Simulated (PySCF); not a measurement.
**PBr⁻ under other conditions**

How does PBr⁻ answer to another spin, charge, distance or environment?

Program: PySCF 2.14.0. Level of theory: each script names its method and basis. These are calculated values, not measurements.

8 further runs of the same task are left out: 8 that didn't finish.

### 1 Where the work starts

PBr⁻: 2 atoms, charge -1, spin multiplicity 2.

Bond lengths: P1–Br2 2.280 Å.

### 2 Base script

The input, input.py:

```python
from pyscf import gto, dft

mol = gto.M(
    atom='P 0 0 0; Br 0 0 2.28',
    basis='sbkjc',
    ecp={'P': 'sbkjc', 'Br': 'sbkjc'},
    charge=-1,
    spin=1,
    verbose=4,
)
mf = dft.UKS(mol, xc='lda,vwn')
mf = mf.newton()
mf.kernel()
mf.stability(internal=True, external=True)
mf.dip_moment()
print('orbital energies (hartree):', [e[max(0, n-3):n+3].round(4) for e, n in zip(mf.mo_energy, mol.nelec)])
```

Run with:

```bash
> OMP_NUM_THREADS=1 python input.py
```

The log of this run is left out.

It gives: E(SCF) = -19.811557 Eh, 4 macro-iterations, ⟨S²⟩ = 0.751, internal stable; real -> complex stable; UHF/UKS -> GHF/GKS unstable.

The bond length is a typed value, not an optimised one. The dipole of an ion depends on the origin.

### 3 Quartet

Run 1 changes spin (2S): 1 → 3.

The input, input.py:

```python
from pyscf import gto, dft

mol = gto.M(
    atom='P 0 0 0; Br 0 0 2.28',
    basis='sbkjc',
    ecp={'P': 'sbkjc', 'Br': 'sbkjc'},
    charge=-1,
    spin=3,
    verbose=4,
)
mf = dft.UKS(mol, xc='lda,vwn')
mf = mf.newton()
mf.kernel()
mf.stability(internal=True, external=True)
mf.dip_moment()
print('orbital energies (hartree):', [e[max(0, n-3):n+3].round(4) for e, n in zip(mf.mo_energy, mol.nelec)])
```

Run with:

```bash
> OMP_NUM_THREADS=1 python input.py
```

### 4 Bond 2.348 Å

Run 2 changes bond length: 2.28 Å → 2.348 Å.

Changes to input.py since step 2:

```diff
@@ -3,3 +3,3 @@
 mol = gto.M(
-    atom='P 0 0 0; Br 0 0 2.28',
+    atom='P 0 0 0; Br 0 0 2.348',
     basis='sbkjc',
```

### 5 Bond 25 Å

Run 3 changes bond length: 2.28 Å → 25 Å.

Changes to input.py since step 2:

```diff
@@ -3,3 +3,3 @@
 mol = gto.M(
-    atom='P 0 0 0; Br 0 0 2.28',
+    atom='P 0 0 0; Br 0 0 25',
     basis='sbkjc',
```

### 6 Sextet

Run 4 changes spin (2S): 1 → 5.

Changes to input.py since step 2:

```diff
@@ -7,3 +7,3 @@
     charge=-1,
-    spin=1,
+    spin=5,
     verbose=4,
```

### 7 Bond 1.824 Å

Run 5 changes bond length: 2.28 Å → 1.824 Å.

Changes to input.py since step 2:

```diff
@@ -3,3 +3,3 @@
 mol = gto.M(
-    atom='P 0 0 0; Br 0 0 2.28',
+    atom='P 0 0 0; Br 0 0 1.824',
     basis='sbkjc',
```

**Question.** What will these runs give? Wanted: for each run, E(SCF); from base; gap, α spin; after the SCF.

**Answer**, as computed:

| run | E(SCF) (hartree) | from base (eV) | cycles | gap, α spin (eV) | after the SCF |
| --- | --- | --- | --- | --- | --- |
| base | -19.811557 | 0 | 4 macro | 1.61 | unstable: UHF/UKS -> GHF/GKS |
| quartet | -19.767811 | +1.1904 | 3 macro | 6.82 | unstable: UHF/UKS -> GHF/GKS |
| bond 2.348 Å | -19.816591 | -0.1370 | 3 macro | 1.40 | unstable: UHF/UKS -> GHF/GKS |
| bond 25 Å (poor choice) | -19.719828 | +2.4961 | 2 macro | -6.23 | unstable: internal, UHF/UKS -> GHF/GKS |
| sextet | -19.282386 | +14.3995 | 4 macro | -1.78 | unstable: internal, UHF/UKS -> GHF/GKS |
| bond 1.824 Å | -19.649858 | +4.4000 | 4 macro | 2.99 | unstable: UHF/UKS -> GHF/GKS |

In words: The highest filled level of this anion is positive: the basis lacks diffuse functions or the electron is not bound, so these numbers hang on the basis. Of the runs whose energies can be compared, “sextet” moves the SCF energy most (+14.399 eV). The quartet solution found lies 1.19 eV above the base doublet at this geometry and level. The sextet solution found lies 14.40 eV above the base doublet at this geometry and level. With bond 25 Å the frontier gap moves by over 1.5 eV, which can mean another electronic state rather than the bond length alone. Rows marked «poor choice» come from settings spoiled on purpose.
